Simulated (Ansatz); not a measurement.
**AlH₉OSi₂: small, medium and large basis sets**

One table from this session's results is given with a row withheld; the runs are named, their logs left out.

The runs use Ansatz 0.2.0, Gaussian basis; one geometry, several basis sets.

The runs, in order: PBE0-D4/def2-SVP; ωB97M-V/def2-SVP; PBE0-D4/def2-QZVPP; ωB97M-V/def2-QZVPP; CCSD(T)/cc-pV(D+d)Z; CCSD(T)/cc-pV(T+d)Z; CCSD(T)/cc-pV(Q+d)Z; the functionals' def2-TZVPP values are taken from earlier runs.

### The relaxed structure

The geometry comes from an earlier relaxation with PBE0-D4 in a triple-zeta def2 set; it is a stationary point, not always the lowest conformer.

SMILES `[AlH3-][O+]([SiH3])[SiH3]`, 13 atoms, charge 0, spin multiplicity 1.

Atoms are counted from 1 here; the program's logs count them from 0.

Bond lengths: Al1–O2 2.001 Å, Al1–H5 1.603 Å, Al1–H6 1.603 Å, Al1–H7 1.594 Å, O2–Si3 1.693 Å, O2–Si4 1.694 Å, Si3–H8 1.483 Å, Si3–H9 1.475 Å, Si3–H10 1.477 Å, Si4–H11 1.477 Å, Si4–H12 1.483 Å, Si4–H13 1.475 Å. Angles: O2–Al1–H5 95.3°, O2–Al1–H6 95.4°, O2–Al1–H7 103.1°, H5–Al1–H6 118.6°, H5–Al1–H7 117.9°, H6–Al1–H7 117.9°, Al1–O2–Si3 114.0°, Al1–O2–Si4 114.0°, Si3–O2–Si4 130.5°, O2–Si3–H8 105.6°, O2–Si3–H9 107.1°, O2–Si3–H10 109.2°, H8–Si3–H9 111.4°, H8–Si3–H10 110.4°, H9–Si3–H10 112.7°, O2–Si4–H11 109.2°, O2–Si4–H12 105.6°, O2–Si4–H13 107.2° and more.

The first run:

Input file in.yaml:

```yaml
crystal:
  periodic: [false, false, false]
  atoms:
    - {symbol: Al, position_ang: [-0.029047, 1.474465, -1.119993]}
    - {symbol: O, position_ang: [0.128627, -0.137724, 0.053984]}
    - {symbol: Si, position_ang: [0.494076, 0.218324, 1.668710]}
    - {symbol: Si, position_ang: [-0.443831, -1.564577, -0.656306]}
    - {symbol: H, position_ang: [-1.216863, 0.886002, -2.021302]}
    - {symbol: H, position_ang: [-0.395079, 2.489674, 0.065118]}
    - {symbol: H, position_ang: [1.419167, 1.585903, -1.776081]}
    - {symbol: H, position_ang: [0.919134, -1.066612, 2.275064]}
    - {symbol: H, position_ang: [1.595747, 1.199450, 1.658517]}
    - {symbol: H, position_ang: [-0.718743, 0.729041, 2.339786]}
    - {symbol: H, position_ang: [-1.920874, -1.550731, -0.652884]}
    - {symbol: H, position_ang: [0.065253, -2.665809, 0.196842]}
    - {symbol: H, position_ang: [0.122930, -1.632008, -2.016656]}
basis:
  gaussian: {orbitals: def2-SVP}
hamiltonian: {xc: pbe0, dispersion: d4}
output: {orbitals: {seedname: orbitals}}
```

Run with:

```sh
> ansatz run in.yaml --threads 2 --pin off --events-out ev --progress --plain --max-ram 20480MiB --backend cpu
```

Among the steps run: PBE0-D4 in def2-SVP; ωB97M-V in def2-SVP; PBE0-D4 in def2-QZVPP; ωB97M-V in def2-QZVPP.

One of the session's tables, all rows but one given; the rest of the session is left out.

```
functional       basis  HOMO (eV)
   PBE0-D4    def2-SVP      -7.62
   PBE0-D4  def2-TZVPP      -7.68
   PBE0-D4  def2-QZVPP      -7.68
   ωB97M-V    def2-SVP          ?
   ωB97M-V  def2-TZVPP      -9.92
   ωB97M-V  def2-QZVPP      -9.93
```

Estimate the missing values for ωB97M-V, def2-SVP.

**Answer.** HOMO (eV): -9.81. In the column «HOMO (eV)» it lies between ωB97M-V, def2-TZVPP (-9.92) and PBE0-D4, def2-TZVPP (-7.68).
